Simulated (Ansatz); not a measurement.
The system is AlSn.

```
Sn Al
1.0
     4.19811    0.00000    0.00000
    -2.09905    3.63567    0.00000
     0.00000    0.00000    3.30685
Sn Al
1 1
Cartesian
  0.0000 2.4238 1.6534
  0.0000 0.0000 0.0000
```

The cell comes from a database or a generator and needn't be the stable form of this composition.

```yaml
Program: Ansatz 0.2.0
Task: relaxation of cell and atoms
Functional: HF
Potentials_or_basis: Ansatz PAW
Cutoff: "420 eV (not typed: the program's choice for these potentials)"
k_mesh: 4 × 4 × 4
Occupations: fermi-dirac, width 0.05 eV
Spin: no spin polarisation
```

At the start: volume 25.24 Å³/atom.

Question: Where does the relaxation end?

Answer: It ends after 5 steps and the volume is 27.02 Å³/atom (+7.1 %); space group P-6m2 (No. 187, to 0.05 Å).

Step by step:
```
step  energy change (eV)  largest force (eV/Å)  volume (Å³)
   1              0.0000                0.0000        50.47
   2             -0.1197                0.0000        52.80
   3             -0.1255                0.0000        53.88
   4             -0.1256                0.0000        54.03
   5             -0.1270                0.0000        54.03
```

Final structure:
```
CELL_PARAMETERS angstrom
4.21573 0.00000 0.00000
-2.10787 3.65093 0.00000
0.00000 0.00000 3.51052
ATOMIC_POSITIONS crystal
Sn 0.33333 0.66667 0.50000
Al 0.00000 0.00000 0.00000
```

Caveat: the k mesh is coarse (spacing up to 0.48 Å⁻¹), so the values aren't converged, least of all with exact exchange; the plane-wave basis is chosen anew once the cell has moved, so the energies of steps on either side of that aren't comparable; the PAW data sets come from PBE, with cores solved anew for the run's functional, which leaves a small shift of forces and pressure.
